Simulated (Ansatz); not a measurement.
**BEt2Ph (C₁₀H₁₅B): geometry, orbitals and charge**

What does BEt2Ph (C₁₀H₁₅B) look like as a singlet, and where do its frontier electrons sit?

Method: RKS PBE0-D4/def2-TZVP; program: Ansatz 0.2.0, Gaussian basis.

Plan: relaxation at PBE-D4/def2-SVP; a single point at PBE0-D4/def2-TZVP.

2 further runs of the same task are left out: 2 set aside as unsound or not needed. Runs told in other sessions of the task aren't counted.

### 1 The starting structure

26 atoms, charge 0, spin multiplicity 1.

Atoms are counted from 1 here; the program's logs count them from 0.

Bond lengths: B1–C2 1.584 Å, B1–C9 1.584 Å, B1–C16 1.561 Å, C2–C3 1.531 Å, C2–H4 1.094 Å, C2–H5 1.097 Å, C3–H6 1.089 Å, C3–H7 1.088 Å, C3–H8 1.087 Å, C9–C10 1.532 Å, C9–H11 1.093 Å, C9–H12 1.097 Å, C10–H13 1.089 Å, C10–H14 1.088 Å, C10–H15 1.087 Å, C16–C17 1.397 Å, C16–C21 1.397 Å, C17–C18 1.383 Å and more. Angles: C2–B1–C9 119.2°, C2–B1–C16 120.5°, C9–B1–C16 120.2°, B1–C2–C3 116.4°, B1–C2–H4 111.3°, B1–C2–H5 106.3°, C3–C2–H4 108.8°, C3–C2–H5 108.2°, H4–C2–H5 105.2°, C2–C3–H6 111.0°, C2–C3–H7 110.3°, C2–C3–H8 110.9°, H6–C3–H7 108.2°, H6–C3–H8 108.5°, H7–C3–H8 107.9°, B1–C9–C10 116.1°, B1–C9–H11 111.8°, B1–C9–H12 106.1° and more.

The start is a GFN2-xTB geometry.

### 2 Optimising with PBE-D4/def2-SVP

in.yaml reads:

```yaml
crystal:
  periodic: [false, false, false]
  atoms:
    - {symbol: B, position_ang: [0.513310, 0.955480, 0.001290]}
    - {symbol: C, position_ang: [2.079960, 1.021150, 0.223350]}
    - {symbol: C, position_ang: [2.696210, -0.105920, 1.056760]}
    - {symbol: H, position_ang: [2.381480, 1.981200, 0.651630]}
    - {symbol: H, position_ang: [2.534130, 0.995900, -0.774850]}
    - {symbol: H, position_ang: [3.778610, -0.001850, 1.113180]}
    - {symbol: H, position_ang: [2.299120, -0.086060, 2.069660]}
    - {symbol: H, position_ang: [2.465430, -1.076940, 0.625420]}
    - {symbol: C, position_ang: [-0.294010, 2.300630, -0.217090]}
    - {symbol: C, position_ang: [-1.527830, 2.207910, -1.119650]}
    - {symbol: H, position_ang: [0.349960, 3.105140, -0.581980]}
    - {symbol: H, position_ang: [-0.624810, 2.621610, 0.778160]}
    - {symbol: H, position_ang: [-2.058660, 3.157980, -1.152960]}
    - {symbol: H, position_ang: [-1.233120, 1.947600, -2.134130]}
    - {symbol: H, position_ang: [-2.212140, 1.442380, -0.761740]}
    - {symbol: C, position_ang: [-0.231600, -0.416460, 0.007440]}
    - {symbol: C, position_ang: [0.147820, -1.457620, -0.843470]}
    - {symbol: C, position_ang: [-0.514260, -2.671380, -0.841740]}
    - {symbol: C, position_ang: [-1.567670, -2.887020, 0.030630]}
    - {symbol: C, position_ang: [-1.958490, -1.874240, 0.889980]}
    - {symbol: C, position_ang: [-1.305550, -0.655620, 0.868450]}
    - {symbol: H, position_ang: [0.967070, -1.302290, -1.531930]}
    - {symbol: H, position_ang: [-0.204080, -3.455690, -1.517970]}
    - {symbol: H, position_ang: [-2.081020, -3.837740, 0.040110]}
    - {symbol: H, position_ang: [-2.779610, -2.033670, 1.574830]}
    - {symbol: H, position_ang: [-1.620270, 0.125540, 1.546630]}
basis:
  gaussian: {orbitals: def2-SVP}
hamiltonian: {xc: pbe, dispersion: d4}
scf: {lower_state_search: "off"}
output: {orbitals: {seedname: orbitals}}
relax: {f_tol: 0.03, max_steps: 70}
```

Started as:

```console
> ansatz run in.yaml --threads 4 --pin off --events-out ev --progress --plain --max-ram 6963MiB
```

After this run come: Single point, PBE0-D4/def2-TZVP.

Q: Predict the results of all the runs planned. Wanted: point group; commonest bond, hydrogen aside; HOMO, LUMO at PBE0-D4/def2-TZVP; dipole at PBE-D4/def2-SVP.

**Answer**, as computed:

| quantity | value |
| --- | --- |
| point group | C2 |
| commonest bond, hydrogen aside | C–C, 8 of mean length 1.440 Å |
| HOMO, LUMO at PBE0-D4/def2-TZVP | -7.05, -1.15 eV |
| dipole at PBE-D4/def2-SVP | 0.06 D |

**Reading.** The molecule keeps its bonding pattern by the stored test; the atoms moved 0.20 Å (rms). No usable vibrations, so a minimum isn't proven. The point group is read from a loosely relaxed geometry; soft torsions can leave it below the true symmetry.
